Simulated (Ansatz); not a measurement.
# GeHCl (triplet): from Hartree-Fock to the top rungs, cc-pVDZ

How much of the correlation energy of GeHCl (triplet) does each wave-function method recover here?

The runs use Ansatz 0.2.0, Gaussian basis; cc-pVDZ, core rule «outside noble gas», up to 19 orbitals frozen.

The runs, in order: UHF; CCSD(T) on ROHF; CCSD(T) on UHF; BCCD(T) on ROHF; CISD; CCSDT(Q) on ROHF; CCSDT(Q) on UHF; CCSDTQ on ROHF; CCSDTQ on UHF; CASSCF and MRCISD+Q, 12 electrons in 9 orbitals; CASSCF and NEVPT2, 12 electrons in 9 orbitals.

8 further runs of the same task are left out: 2 for a known fault of the program, 6 set aside as unsound or not needed.

### Step 1. The geometry

The geometry is a PBE0/def2-TZVP stationary point (not a proven minimum). No spin-orbit coupling is included. The filled d shell of Ge may be among the frozen orbitals whatever the setting's name suggests; the logs give the count.

3 atoms, charge 0, spin multiplicity 3.

Atoms are counted from 1 here; the program's logs count them from 0.

Bond lengths: Ge1–Cl2 2.148 Å, Ge1–H3 1.556 Å. Angles: Cl2–Ge1–H3 115.2°.

### Step 2. UHF

Input file in.yaml:

```yaml
crystal:
  periodic: [false, false, false]
  atoms:
    - {symbol: Ge, position_ang: [0.000000, -0.039179, 0.691027]}
    - {symbol: Cl, position_ang: [0.000000, 0.042088, -1.455820]}
    - {symbol: H, position_ang: [0.000000, 1.343123, 1.405821]}
basis:
  gaussian: {orbitals: cc-pVDZ}
magnetization: {spin_polarized: true, initial_magnetization: 2}
hamiltonian: {xc: hf}
output: {orbitals: {seedname: orbitals}}
```

On the command line:

```bash
ansatz run in.yaml --threads 1 --pin off --events-out ev --progress --plain --max-ram 3968MiB --backend cpu
```

Further steps of the session: CCSD(T) on ROHF; CCSD(T) on UHF; BCCD(T) on ROHF; CISD; CCSDT(Q) on ROHF; CCSDT(Q) on UHF; CCSDTQ on ROHF; CCSDTQ on UHF; CASSCF and MRCISD+Q, 12 electrons in 9 orbitals; CASSCF and NEVPT2, 12 electrons in 9 orbitals.

**Question.** What will the summary of the whole plan be? Wanted: UCCSDTQ below the RHF energy; RMP2 from UCCSDTQ; UMP2 from UCCSDTQ; RCCSD from UCCSDTQ; RCCSD(T) from UCCSDTQ; UCCSD(T) from UCCSDTQ; RCCSDT(Q) from UCCSDTQ; UCCSDT(Q) from UCCSDTQ; NEVPT2 valence from UCCSDTQ.

The runs gave:

| quantity | value |
| --- | --- |
| UCCSDTQ below the RHF energy | -6.2289 eV |
| RMP2 from UCCSDTQ | +890.1 meV |
| UMP2 from UCCSDTQ | +873.7 meV |
| RCCSD from UCCSDTQ | +183.5 meV |
| RCCSD(T) from UCCSDTQ | +43.3 meV |
| UCCSD(T) from UCCSDTQ | +33.3 meV |
| RCCSDT(Q) from UCCSDTQ | +10.5 meV |
| UCCSDT(Q) from UCCSDTQ | -0.4 meV |
| NEVPT2 valence from UCCSDTQ | +1176.4 meV |
| MRCISD+Q valence from UCCSDTQ | +42.0 meV |
| levels within 1 kcal/mol (43 meV) | RCCSD(T), UCCSD(T), BCCD(T), RCCSDT, UCCSDT, RCCSDT(Q), UCCSDT(Q), RCCSDTQ, MRCISD+Q valence |
| T1 diagnostic | 0.021 |
| effectively unpaired electrons | 2.01 |

**Reading.** RCCSD(T) lands +43.3 meV from the yardstick (0.7 % of the correlation energy). One determinant dominates. Of the multireference levels listed MRCISD+Q valence comes nearest in total energy (+42.0 meV), which doesn't show that its space is the better one. These misses are within one basis, not against nature; the frozen cores of restricted and unrestricted runs differ, which can shift their rows.
